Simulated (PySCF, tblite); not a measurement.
# C7H12N radical: geometry, infrared bands and EPR parameters

Wanted: the infrared bands and EPR parameters of C7H12N radical (`[H]/[C]=C(/CN)CCC=C`), by calculation.

The runs use tblite 0.8.0 and PySCF 2.14.0, with density-fitted response routines of our own; the level of theory stands in each step. All values are computed, except where a source is named. Atoms are numbered from 0 throughout.

## 1. The molecule as given

20 atoms, charge 0, multiplicity 2; geometry from: force field or distance geometry start.

Bonds of the start (Å): C0–C1 1.32, C1–C2 1.51, C2–N3 1.47, C1–C4 1.51, C4–C5 1.53, C5–C6 1.50, C6–C7 1.34, C0–H8 1.07, C2–H9 1.09, C2–H10 1.08, N3–H11 1.01, N3–H12 1.04, C4–H13 1.10, C4–H14 1.10, C5–H15 1.11, C5–H16 1.10, C6–H17 1.08, C7–H18 1.09, C7–H19 1.09.

## 2. Relaxing the molecule with GFN2-xTB

What the job is given:

```
{"job": {"kind": "relax", "xc": "GFN2-xTB", "basis": "xTB"}, "charge": 0, "multiplicity": 2}
C      1.530700    -1.304300     1.403900
C      1.293600    -0.657700     0.275900
C      2.379100     0.143700    -0.394200
N      2.096400     1.581900    -0.304100
C     -0.052100    -0.717600    -0.396000
C     -1.071300     0.259000     0.201500
C     -2.393600     0.180400    -0.502100
C     -3.527800    -0.201900     0.094400
H      1.703400    -1.826400     2.318700
H      2.428200    -0.139200    -1.449200
H      3.348800    -0.063600     0.042200
H      2.860600     2.084700    -0.723800
H      2.100200     1.835700     0.700400
H     -0.438800    -1.741100    -0.342200
H      0.066900    -0.501300    -1.472800
H     -1.190200     0.055200     1.287500
H     -0.700700     1.293400     0.125200
H     -2.412300     0.459100    -1.547800
H     -3.567300    -0.492100     1.142100
H     -4.459000    -0.237000    -0.462600
```

Run with:

```sh
$ OMP_NUM_THREADS=1 python probes_run.py task.json out
```

This one command runs all jobs of the session in turn.

What it wrote:

```text
step      E/eV     max force
  0    -648.79382    2.731
  1    -648.85794    2.533
  2    -648.89914    0.484
  3    -648.90653    0.263
  4    -648.91455    0.272
  5    -648.92134    0.237
  6    -648.92496    0.169
  7    -648.92767    0.106
  8    -648.92929    0.111
  9    -648.93045    0.074
 10    -648.93160    0.077
 11    -648.93302    0.085
 12    -648.93475    0.092
 13    -648.93695    0.120
 14    -648.94007    0.173
 15    -648.94481    0.256
 16    -648.95146    0.341
 17    -648.96087    0.323
 18    -648.97253    0.233
 19    -648.98275    0.250
 20    -648.99066    0.465
 21    -648.99976    0.274
 22    -649.00720    0.174
 23    -649.01348    0.169
 24    -649.01854    0.186
 25    -649.02577    0.192
 26    -649.03270    0.165
 27    -649.03854    0.170
 28    -649.04280    0.168
 29    -649.04556    0.178
 30    -649.04872    0.143
 31    -649.05126    0.143
 32    -649.05297    0.094
 33    -649.05400    0.081
 34    -649.05520    0.092
 35    -649.05625    0.106
 36    -649.05721    0.076
 37    -649.05797    0.076
 38    -649.05868    0.072
 39    -649.05934    0.096
 40    -649.05986    0.068
 41    -649.06022    0.039
 42    -649.06051    0.055
 43    -649.06078    0.081
 44    -649.06105    0.075
 45    -649.06126    0.040
 46    -649.06144    0.043
 47    -649.06163    0.049
 48    -649.06184    0.064
 49    -649.06204    0.048
 50    -649.06223    0.034
 51    -649.06244    0.041
 52    -649.06271    0.077
 53    -649.06307    0.092
 54    -649.06343    0.067
 55    -649.06373    0.038
 56    -649.06405    0.064
 57    -649.06454    0.115
 58    -649.06526    0.147
 59    -649.06608    0.122
 60    -649.06674    0.059
 61    -649.06719    0.051
 62    -649.06760    0.074
 63    -649.06801    0.075
 64    -649.06828    0.036
 65    -649.06842    0.030
 66    -649.06854    0.035
 67    -649.06868    0.051
 68    -649.06883    0.043
 69    -649.06894    0.020
 70    -649.06901    0.024
 71    -649.06910    0.034
 72    -649.06922    0.046
 73    -649.06936    0.040
 74    -649.06948    0.020
 75    -649.06956    0.022
 76    -649.06963    0.025
 77    -649.06973    0.034
 78    -649.06986    0.028
 79    -649.06998    0.029
 80    -649.07009    0.030
 81    -649.07021    0.029
 82    -649.07033    0.031
 83    -649.07042    0.022
 84    -649.07048    0.019
 85    -649.07054    0.018
 86    -649.07063    0.028
 87    -649.07076    0.032
 88    -649.07089    0.026
 89    -649.07099    0.023
 90    -649.07107    0.020
 91    -649.07115    0.020
 92    -649.07123    0.023
 93    -649.07130    0.015
 94    -649.07136    0.014
 95    -649.07141    0.014
 96    -649.07146    0.016
 97    -649.07152    0.017
 98    -649.07159    0.018
 99    -649.07168    0.022
100    -649.07185    0.030
101    -649.07214    0.039
102    -649.07251    0.045
103    -649.07290    0.050
104    -649.07334    0.050
105    -649.07384    0.050
106    -649.07444    0.060
107    -649.07513    0.066
108    -649.07544    0.146
109    -649.07635    0.047
110    -649.07685    0.046
111    -649.07728    0.048
112    -649.07748    0.035
113    -649.07780    0.030
114    -649.07797    0.051
115    -649.07812    0.024
116    -649.07822    0.020
117    -649.07822    0.040
118    -649.07830    0.012
119    -649.07833    0.012
120    -649.07839    0.014
121    -649.07842    0.011
122    -649.07844    0.010
```

Run time: 0.8 s. Hardware: 1 thread of Arm Neoverse V1, shared host.

Relaxation path: (not every step is listed)

| step | energy from step 0 (eV) | largest force (eV/Å) |
| --- | --- | --- |
| 0 | 0.0000 | 2.7310 |
| 1 | -0.0641 | 2.5328 |
| 2 | -0.1053 | 0.4844 |
| 3 | -0.1127 | 0.2630 |
| 4 | -0.1207 | 0.2721 |
| 5 | -0.1275 | 0.2368 |
| 6 | -0.1311 | 0.1689 |
| 7 | -0.1339 | 0.1060 |
| 8 | -0.1355 | 0.1114 |
| 18 | -0.1787 | 0.2329 |
| 28 | -0.2490 | 0.1680 |
| 38 | -0.2649 | 0.0723 |
| 48 | -0.2680 | 0.0636 |
| 58 | -0.2714 | 0.1468 |
| 68 | -0.2750 | 0.0431 |
| 78 | -0.2760 | 0.0281 |
| 88 | -0.2771 | 0.0262 |
| 98 | -0.2778 | 0.0181 |
| 108 | -0.2816 | 0.1460 |
| 117 | -0.2844 | 0.0399 |
| 118 | -0.2845 | 0.0118 |
| 119 | -0.2845 | 0.0118 |
| 120 | -0.2846 | 0.0144 |
| 121 | -0.2846 | 0.0108 |
| 122 | -0.2846 | 0.0098 |

Close pairs (by a distance rule), those that changed most:

| bond | before (Å) | after (Å) | change (Å) |
| --- | --- | --- | --- |
| C0–C1 | 1.322 | 1.294 | -0.028 |
| C1–C4 | 1.505 | 1.528 | +0.023 |
| N3–H12 | 1.036 | 1.015 | -0.021 |
| C5–H15 | 1.111 | 1.091 | -0.020 |
| C2–H10 | 1.083 | 1.102 | +0.018 |
| C6–C7 | 1.337 | 1.320 | -0.017 |
| C4–H14 | 1.105 | 1.092 | -0.013 |
| C7–H18 | 1.088 | 1.078 | -0.010 |

The final coordinates are the input of the step that follows.

## 3. Harmonic vibrations with GFN2-xTB

What the job is given:

```
{"job": {"kind": "ir", "xc": "GFN2-xTB", "basis": "xTB"}, "charge": 0, "multiplicity": 2}
C      1.774281    -1.428624     1.323504
C      1.384818    -0.754310     0.290051
C      2.275973     0.267084    -0.387741
N      1.823184     1.620705    -0.080059
C     -0.007459    -0.911503    -0.320231
C     -0.923162     0.247317     0.086614
C     -2.267061     0.103214    -0.549954
C     -3.406344     0.029634     0.112534
H      1.391479    -2.174414     1.979917
H      2.213170     0.139416    -1.473073
H      3.317085     0.082247    -0.078671
H      2.419194     2.299664    -0.542293
H      1.887319     1.781338     0.920345
H     -0.443691    -1.855345     0.011719
H      0.094112    -0.938568    -1.406751
H     -1.024643     0.266020     1.173070
H     -0.456341     1.182068    -0.232801
H     -2.262812     0.048524    -1.631473
H     -3.439106     0.079182     1.189040
H     -4.355144    -0.072971    -0.386783
```

What it wrote:

```text
mode    cm-1     km/mol
  1      38.5      0.63
  2      66.0      0.46
  3      67.4      1.29
  4     104.7      0.67
  5     152.4      0.91
  6     250.8      6.37
  7     261.2     39.77
  8     293.2      9.54
  9     372.0      7.56
 10     410.1      5.52
 11     434.0      0.41
 12     590.3      4.44
 13     628.3      1.07
 14     691.9     18.14
 15     713.8     37.61
 16     800.7      5.69
 17     849.7     18.02
 18     893.0     34.25
 19     894.9     30.78
 20     937.8      4.45
 21     976.5     64.49
 22    1014.1     32.39
 23    1029.8      6.70
 24    1058.0      6.69
 25    1076.7     14.75
 26    1087.7     11.27
 27    1133.9      4.00
 28    1145.3      0.86
 29    1179.7     10.01
 30    1229.5      1.03
 31    1259.7      0.54
 32    1261.6     19.09
 33    1291.2      0.38
 34    1320.2     10.81
 35    1346.6     13.40
 36    1417.7      4.22
 37    1465.9      0.46
 38    1475.1      3.60
 39    1482.4      0.40
 40    1555.1     29.14
 41    1715.9     15.16
 42    1726.4      3.07
 43    2841.4     93.69
 44    2944.4     35.98
 45    2965.5     19.24
 46    2972.4     11.31
 47    2985.2     36.98
 48    2991.3     41.96
 49    3048.8     48.83
 50    3095.1     26.10
 51    3119.7     63.58
 52    3193.5     21.20
 53    3379.4     10.03
 54    3410.8     10.95
```

Wall time 0.69 s (1 thread of Arm Neoverse V1, shared host).

Which atoms move in the most intense modes:

| cm⁻¹ | km/mol | atoms |
| --- | --- | --- |
| 261 | 39.8 | H11 32 %, H12 24 % |
| 714 | 37.6 | H8 56 %, C0 24 % |
| 976 | 64.5 | H11 16 %, C5 13 % |
| 2841 | 93.7 | H10 92 % |
| 2985 | 37.0 | H13 73 %, H16 17 % |
| 2991 | 42.0 | H15 87 % |
| 3049 | 48.8 | H17 90 % |
| 3120 | 63.6 | H19 62 %, H18 27 % |

## 4. EPR parameters: B3LYP/pcH-1

Same as in step 3 but for these lines:

```diff
@@ -1,2 +1,2 @@
-{"job": {"kind": "ir", "xc": "GFN2-xTB", "basis": "xTB"}, "charge": 0, "multiplicity": 2}
+{"job": {"kind": "epr", "basis": "pcH-1"}, "charge": 0, "multiplicity": 2}
 C      1.774281    -1.428624     1.323504
```

Level: UKS B3LYP, pcH-1 on C H N, non-relativistic, mean-field spin-orbit, GIAO.

What it wrote:

```text
UKS, coarse grid
  cycle   1  E = -328.54145776  |g| = 3.83e-01
  cycle   2  E = -328.52143791  |g| = 4.49e-01
  cycle   3  E = -328.61578766  |g| = 7.85e-02
  cycle   4  E = -328.61778625  |g| = 4.47e-02
  cycle   5  E = -328.61879451  |g| = 1.27e-02
  cycle   6  E = -328.61888337  |g| = 4.92e-03
  cycle   7  E = -328.61890678  |g| = 1.84e-03
  cycle   8  E = -328.61891553  |g| = 1.39e-03
  cycle   9  E = -328.61891787  |g| = 6.90e-04
UKS, final grid
  cycle   1  E = -328.61890544  |g| = 1.06e-03
  cycle   2  E = -328.61890430  |g| = 1.93e-03
  cycle   3  E = -328.61890616  |g| = 1.36e-04
  cycle   4  E = -328.61890620  |g| = 1.22e-04
  cycle   5  E = -328.61890623  |g| = 5.49e-05
  cycle   6  E = -328.61890624  |g| = 1.58e-05
E = -328.61890624 Eh   <S^2> = 0.7586 (exact 0.7500)
g shifts (ppm)      1          2          3
  rmc          -150       -150       -150
  gc             30          6        -30
  oz_so        -409         58        442
  total        -530        -86        261
hyperfine (MHz)  atom isotope    a_iso     a_fc   dipolar eigenvalues
    0   13C     300.33     300.33    -81.21    -59.72    140.93
    1   13C     -14.51     -14.51    -19.69      2.36     17.33
    2   13C      55.99      55.99     -4.83     -4.39      9.23
    3   14N      -2.73      -2.73     -0.18      0.00      0.17
    4   13C      69.01      69.01     -8.17     -7.32     15.48
    5   13C      -5.59      -5.59     -0.44     -0.19      0.63
    6   13C       3.75       3.75     -0.55     -0.23      0.78
    7   13C       0.76       0.76     -0.40     -0.07      0.47
    8    1H      43.81      43.81    -32.26     -7.04     39.30
    9    1H      -1.30      -1.30     -2.82     -1.97      4.79
   10    1H      -3.72      -3.72     -6.49     -2.38      8.87
   11    1H       1.67       1.67     -1.05     -0.98      2.03
   12    1H       1.07       1.07     -2.15     -2.05      4.20
   13    1H      -3.88      -3.88     -6.18     -1.57      7.75
   14    1H       7.75       7.75     -4.19     -1.12      5.31
   15    1H       1.14       1.14     -1.91     -1.57      3.48
   16    1H       0.44       0.44     -1.40     -0.97      2.37
   17    1H       0.10       0.10     -0.72     -0.60      1.32
   18    1H      -0.30      -0.30     -0.49     -0.28      0.77
   19    1H      -0.05      -0.05     -0.39     -0.29      0.68
```

Run time: 1.8 min. Hardware: 1 thread of Arm Neoverse V1, shared host; peak memory 1.1 GiB.

Principal g values 2.00179, 2.00223, 2.00258; g(iso) = 2.00220, against 2.00232 for a free electron.

Mean a(iso) over the nuclei that a row names, and the largest dipolar term of the row (other rows stand at the frozen geometry):

| nuclei | isotope | a(iso) (MHz) | a(iso) (G, at g = 2.0023) | largest dipolar term (MHz) |
| --- | --- | --- | --- | --- |
| C0 | 13C | 300.3 | 107.2 | 140.9 |
| C4 | 13C | 69.0 | 24.6 | 15.5 |
| C2 | 13C | 56.0 | 20.0 | 9.2 |
| H8 | 1H | 43.8 | 15.6 | 39.3 |
| C1 | 13C | -14.5 | -5.2 | -19.7 |
| C5 | 13C | -5.6 | -2.0 | 0.6 |
| C6 | 13C | 3.8 | 1.3 | 0.8 |
| N3 | 14N | -2.7 | -1.0 | -0.2 |
| H9, H10 | 1H | -2.5 | -0.9 | 8.9 |
| H13, H14 | 1H | 1.9 | 0.7 | 7.8 |
| H11, H12 | 1H | 1.4 | 0.5 | 4.2 |
| H15, H16 | 1H | 0.8 | 0.3 | 3.5 |
| C7 | 13C | 0.8 | 0.3 | 0.5 |
| H18 | 1H | -0.3 | -0.1 | 0.8 |

Mulliken spin populations:

C0 1.04; C1 -0.17; C2 0.04; N3 0.00; C4 0.07; C5 0.00; C6 0.00; C7 0.00; H8 0.01; H9 0.00; H10 0.00; H11 0.00; H12 0.00; H13 0.00; H14 0.00; H15 0.00; H16 0.00; H17 0.00; H18 0.00; H19 0.00

In first order the couplings over 0.8 MHz of 1H, 14N give 162 distinct lines over 21.7 G, if the averaged nuclei exchange fast.

Orbitals, density, ELF and potential are computed afterwards from the orbital file.

ELF in a plane through or near 7 of the atoms.

Ten even steps from ' ' (0.00) to '@' (1.00):
```
                                                        
                                                        
                      ..                                
                    **@@%%--                            
              ::--==@@@@@@##                            
            ..**%%%%%%@@@@--                            
              **%%%%@@::==                              
                --####%%++..          ..::..            
          ..--::  ..**##++::..::::    ==**==..          
          **@@@@**--++++--..++****--::**++**++++::      
          ==****====--    ..++..==##==++==##@@@@**      
                ::##****  --@@@@++++**%%**##%%%%++      
              --**++::@@==::@@@@--..++##**==--::        
            ..%%@@@@%%@@++  ##%%    --++++::            
            ..@@@@@@++==--            ..                
              ==%%++..                                  
                                                        
                                                        
                                                        
                                                        
```
The map spans 13.9 Å across and 11.0 Å up, centred on the molecule. Atoms in the plane (x, y in Å): C0 (-1.7, 2.0), N3 (-1.9, -1.4), C5 (0.9, -0.2), C7 (3.4, -0.2), H8 (-1.3, 2.9), H11 (-2.6, -2.1), H16 (0.4, -1.2).

On the surface of density 0.002 e/bohr³ the electrostatic potential runs, from the 1st to the 99th percentile, from -0.96 to 1.33 V.

The spin density lies nearest to C0 71 %; H8 9 %; C1 7 % (beta excess).

## 5. What came out

| quantity | value |
| --- | --- |
| strongest single infrared mode (GFN2-xTB) | 2841 cm⁻¹, 94 km/mol |
| zero-point energy (GFN2-xTB) | 106.7 kcal/mol |
| g(iso) (B3LYP) | 2.00220 |
| ⟨S²⟩ | 0.759 (exact 0.75) |
| largest a(iso) (averaged by class) | 13C on C0, 300.3 MHz |
| surface potential, 1st and 99th percentile | -0.96 V and 1.33 V |

What this shows: The optimisation took 122 steps and gained 0.285 eV; among the close pairs (by a distance rule), C0–C1 changed most, from 1.322 to 1.294 Å. No mode is imaginary among the 54: a minimum at this level. The strongest single mode, at 2841 cm⁻¹, moves mainly H10. Unscaled tight-binding wavenumbers are off by several per cent, some by more. Its intensities can rank the bands wrongly. C0 carries the largest spin population, 1.04 e. The isotropic g lies 0.1 ppt below the free-electron value.
